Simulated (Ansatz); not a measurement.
# C₅H₂BClF₆O₃: basis-set convergence

One table from this session's results is given with a row withheld; the runs are named, their logs left out.

Method: one geometry, several basis sets; program: Ansatz 0.2.0, Gaussian basis.

The runs, in order: PBE0-D4/def2-SVP; ωB97M-V/def2-SVP; PBE0-D4/def2-QZVPP; ωB97M-V/def2-QZVPP; the functionals' def2-TZVPP values are taken from earlier runs.

### The relaxed structure

The geometry comes from an earlier relaxation with PBE0-D4 in a triple-zeta def2 set; it is a stationary point, not always the lowest conformer.

SMILES `O[B-]1(Cl)OC(C(F)(F)F)=CC(C(F)(F)F)=[O+]1`, 18 atoms, charge 0, spin multiplicity 1.

Atoms are counted from 1 here; the program's logs count them from 0.

Bond lengths: O1–B2 1.375 Å, O1–H17 0.957 Å, B2–Cl3 1.835 Å, B2–O4 1.534 Å, B2–O16 1.534 Å, O4–C5 1.263 Å, C5–C6 1.529 Å, C5–C10 1.383 Å, C6–F7 1.326 Å, C6–F8 1.331 Å, C6–F9 1.328 Å, C10–C11 1.383 Å, C10–H18 1.076 Å, C11–C12 1.529 Å, C11–O16 1.263 Å, C12–F13 1.326 Å, C12–F14 1.331 Å, C12–F15 1.328 Å. Angles: B2–O1–H17 113.3°, O1–B2–Cl3 117.6°, O1–B2–O4 109.6°, O1–B2–O16 109.6°, Cl3–B2–O4 106.8°, Cl3–B2–O16 106.8°, O4–B2–O16 105.6°, B2–O4–C5 122.4°, O4–C5–C6 113.8°, O4–C5–C10 124.6°, C6–C5–C10 121.5°, C5–C6–F7 110.0°, C5–C6–F8 111.0°, C5–C6–F9 109.9°, F7–C6–F8 108.5°, F7–C6–F9 108.8°, F8–C6–F9 108.5°, C5–C10–C11 115.3° and more.

Coordinates:

```xyz
18

O     1.0179   -0.4145    2.7894
B     0.0814   -0.5370    1.7903
Cl   -1.4820   -1.4098    2.1921
O    -0.3064    0.8547    1.2741
C    -0.5115    1.0908    0.0500
C    -1.0583    2.4921   -0.2259
F    -2.1954    2.6735    0.4313
F    -1.2879    2.6668   -1.5250
F    -0.1815    3.4056    0.1739
C    -0.2298    0.2095   -0.9780
C     0.4513   -0.9349   -0.6046
C     1.0275   -1.8971   -1.6442
F     0.5632   -3.1216   -1.4371
F     0.6955   -1.5214   -2.8769
F     2.3521   -1.9197   -1.5527
O     0.7002   -1.2644    0.5895
H     0.7446   -0.8140    3.6150
H    -0.4185    0.4530   -2.0093
```

Set-up of the first run:

in.yaml

```yaml
crystal:
  periodic: [false, false, false]
  atoms:
    - {symbol: O, position_ang: [1.017933, -0.414519, 2.789407]}
    - {symbol: B, position_ang: [0.081378, -0.536980, 1.790291]}
    - {symbol: Cl, position_ang: [-1.482003, -1.409842, 2.192102]}
    - {symbol: O, position_ang: [-0.306413, 0.854665, 1.274137]}
    - {symbol: C, position_ang: [-0.511537, 1.090786, 0.049965]}
    - {symbol: C, position_ang: [-1.058283, 2.492071, -0.225915]}
    - {symbol: F, position_ang: [-2.195417, 2.673538, 0.431329]}
    - {symbol: F, position_ang: [-1.287924, 2.666843, -1.525037]}
    - {symbol: F, position_ang: [-0.181473, 3.405616, 0.173919]}
    - {symbol: C, position_ang: [-0.229775, 0.209467, -0.977975]}
    - {symbol: C, position_ang: [0.451267, -0.934915, -0.604567]}
    - {symbol: C, position_ang: [1.027492, -1.897095, -1.644187]}
    - {symbol: F, position_ang: [0.563185, -3.121571, -1.437146]}
    - {symbol: F, position_ang: [0.695507, -1.521406, -2.876913]}
    - {symbol: F, position_ang: [2.352075, -1.919651, -1.552686]}
    - {symbol: O, position_ang: [0.700186, -1.264407, 0.589513]}
    - {symbol: H, position_ang: [0.744614, -0.813997, 3.615005]}
    - {symbol: H, position_ang: [-0.418512, 0.452995, -2.009338]}
basis:
  gaussian: {orbitals: def2-SVP}
hamiltonian: {xc: pbe0, dispersion: d4}
output: {orbitals: {seedname: orbitals}}
```

On the command line:

```bash
> ansatz run in.yaml --threads 10 --pin off --events-out ev --progress --plain --max-ram 110592MiB --backend cpu
```

Among the steps run: PBE0-D4 in def2-SVP; ωB97M-V in def2-SVP; PBE0-D4 in def2-QZVPP; ωB97M-V in def2-QZVPP.

One of the session's tables, all rows but one given; the rest of the session is left out.

It belongs to the step «Density functionals: the series». 

```
functional       basis  HOMO (eV)  LUMO (eV)
   PBE0-D4    def2-SVP      -8.53      -3.71
   PBE0-D4  def2-TZVPP          ?          ?
   PBE0-D4  def2-QZVPP      -8.76      -3.82
   ωB97M-V    def2-SVP     -10.76      -1.53
   ωB97M-V  def2-TZVPP     -10.97      -1.65
   ωB97M-V  def2-QZVPP     -11.01      -1.70
```

**Question.** Estimate the row for PBE0-D4, def2-TZVPP.

As computed: HOMO (eV): -8.73; LUMO (eV): -3.78. In the column «HOMO (eV)» it lies between PBE0-D4, def2-QZVPP (-8.76) and PBE0-D4, def2-SVP (-8.53).
